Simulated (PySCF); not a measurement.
**TlOF: other functionals and bases at one geometry**

One table from this session's results is given with a row withheld; the runs are named, their logs left out.

The runs use PySCF 2.14.0; several levels, as the steps say, no spin–orbit coupling.

1 further run of the same task is left out (for a known fault of the program).

### Where the work starts

3 atoms, charge 0, spin multiplicity 1.

Bond lengths: Tl1–O2 1.894 Å, Tl1–F3 1.989 Å. Angles: O2–Tl1–F3 179.8°.

Geometry (Å):

```
Tl   -0.0075    0.0000    0.3740
O     1.8858    0.0000    0.3265
F    -1.9961    0.0000    0.4308
```

Formal oxidation states: Tl +3. An earlier session relaxed this geometry at PBE0, Tl def2-SVP with ECP60, O def2-SVP, F def2-SVP (singlet, point group C∞v).

At PBE0 on the finer grid: E = -347.178247 Eh, HOMO -7.97 eV, LUMO -3.04 eV, Mulliken charge on Tl1 +0.87 e, largest force component 0.056 eV/Å. 

Levels to run: CAM-B3LYP; TPSSh; PBE0, TZVP. Hardware: 2 threads of Arm Neoverse V1, shared host.

The first run:

Input file run.py (the lines that set the calculation):

```python
mol = gto.M(atom='''
Tl    -0.00750     0.00000     0.37401
O      1.88582     0.00000     0.32653
F     -1.99606     0.00000     0.43076''',
    basis={'Tl': 'def2-SVP', 'O': 'def2-SVP', 'F': 'def2-SVP'},
    ecp={'Tl': 'def2-SVP'},
    charge=0, spin=0)
mf = dft.RKS(mol, xc='CAMB3LYP')
mf.grids.atom_grid = (75, 302)
mf = mf.density_fit()  # fitting sets: Tl def2-universal-JKFIT, O def2-universal-JKFIT, F def2-universal-JKFIT
mf.conv_tol = 1e-08; mf.max_cycle = 55
mf.kernel(dm0)  # dm0: the density of the relaxed state
```

Run with:

```bash
OMP_NUM_THREADS=2 python run.py
```

Among the steps run: CAM-B3LYP; TPSSh; PBE0, TZVP.

One table of the session follows, with a row left open; its other results are not shown here.

| level | HOMO (eV) | gap (eV) | charge on Tl1 (e) | dipole (D) | largest force component (eV/Å) |
| --- | --- | --- | --- | --- | --- |
| PBE0 (relaxed here) | -7.97 | 4.93 | 0.87 | 1.53 | 0.06 |
| CAM-B3LYP | -9.41 | 7.42 | 0.84 | 1.55 | 0.15 |
| TPSSh | ? | ? | ? | ? | ? |
| PBE0, TZVP | -8.12 | 5.02 | 0.92 | 1.60 | 0.95 |

Estimate the missing values for TPSSh.

**Answer.** HOMO (eV): -7.09; gap (eV): 3.59; charge on Tl1 (e): 0.83; dipole (D): 1.51; largest force component (eV/Å): 0.27. In the column «HOMO (eV)» it is the highest.

In one basis the HOMO–LUMO gap runs from 3.59 eV (TPSSh) to 7.42 eV (CAM-B3LYP). The largest leftover force, 0.95 eV/Å with PBE0, TZVP, stands at a geometry relaxed at another level. Total energies of different levels can't be compared.
